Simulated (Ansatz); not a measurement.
# KLuO3: the cost of one run

All numbers are computed with Ansatz 0.2.0 through its Python package. Level of theory: DFT r2SCAN+D4, plane waves, PAW.

### 1 The structure

Symmetry: Pm-3m, No. 221, cubic system. Conventional cell: a = 4.376 Å, b = 4.376 Å, c = 4.376 Å, α = 90.00°, β = 90.00°, γ = 90.00°. K (site symmetry m-3m) has 12 O at 3.09 Å in its first shell of neighbours. Lu (site symmetry m-3m) is surrounded by 6 O at 2.19 Å. Around O (site symmetry 4/mmm) lie 2 Lu at 2.19 Å and 4 K at 3.09 Å.

No structure file is read: the coordinates are typed or built in the script.

### 2 The script

The input, ecut.py:

```python
"""Convergence of KLuO3 with the plane-wave cutoff."""

import ansatz as az
import numpy as np
import pandas as pd


def main() -> None:
    vectors = np.array([
        [4.375635, 0.0, 0.0],
        [0.0, 4.375635, 0.0],
        [0.0, 0.0, 4.375635],
    ])
    cell = (
        az.Lattice.of(vectors)
        .atom("K", (0.0, 0.0, 0.0))
        .atom("Lu", (0.5, 0.5, 0.5))
        .atom("O", (0.5, 0.5, 0.0))
        .atom("O", (0.5, 0.0, 0.5))
        .atom("O", (0.0, 0.5, 0.5))
    )

    calculation = (
        cell.calculation()
        .kpoints(3, shift=0.5)
        .occupations("fermi_dirac", width=0.2)
        .functional("r2scan", dispersion="d4")
        .mixing("broyden", beta=0.3)
        .scf(tolerance=1e-07)
    )

    rows = []
    for value in [250, 300, 350, 400]:
        data = calculation.basis(value).run().report
        rows.append((value, data["free_energy_ev"] / len(data["lattice"]["sites"]), data["n_iterations"], data["n_pw"]))

    table = pd.DataFrame(rows, columns=["cutoff (eV)", "F/atom (eV)", "iterations", "plane waves"])
    print(table.round(5).to_string(index=False))

    # the last row is the reference
    for row in rows[:-1]:
        shift = 1000 * (row[1] - rows[-1][1])
        print(f"{row[0]}: {shift:+.2f} meV/atom" + ("  (within 1 meV)" if abs(shift) < 1 else ""))


if __name__ == "__main__":
    main()
```

### 3 The input behind the calls

The package turns the script's settings into the engine's input (first run):

```yaml
crystal:
  lattice:
    - [4.375635, 0.0, 0.0]
    - [0.0, 4.375635, 0.0]
    - [0.0, 0.0, 4.375635]
  atoms:
    - { symbol: K, position: [0.0, 0.0, 0.0] }
    - { symbol: Lu, position: [0.5, 0.5, 0.5] }
    - { symbol: O, position: [0.5, 0.5, 0.0] }
    - { symbol: O, position: [0.5, 0.0, 0.5] }
    - { symbol: O, position: [0.0, 0.5, 0.5] }
basis:
  ecutwfc: 250.0
kpoints:
  mp_grid:
    grid: [3, 3, 3]
    shift: [0.5, 0.5, 0.5]
hamiltonian:
  xc: r2scan
  dispersion: d4
scf:
  convergence:
    dr2_threshold: 1.0e-07
  mixing:
    algorithm: broyden
    beta: 0.3
  occupations:
    method: fermi_dirac
    width: 0.2
```

### 4 The run

On the command line:

```
> python ecut.py
```

**Question.** How long does this script take on 1 thread of Intel Xeon Platinum 8488C (Sapphire Rapids), shared host, and how much memory does it need?

About 11 s, with a peak of 0.53 GiB.
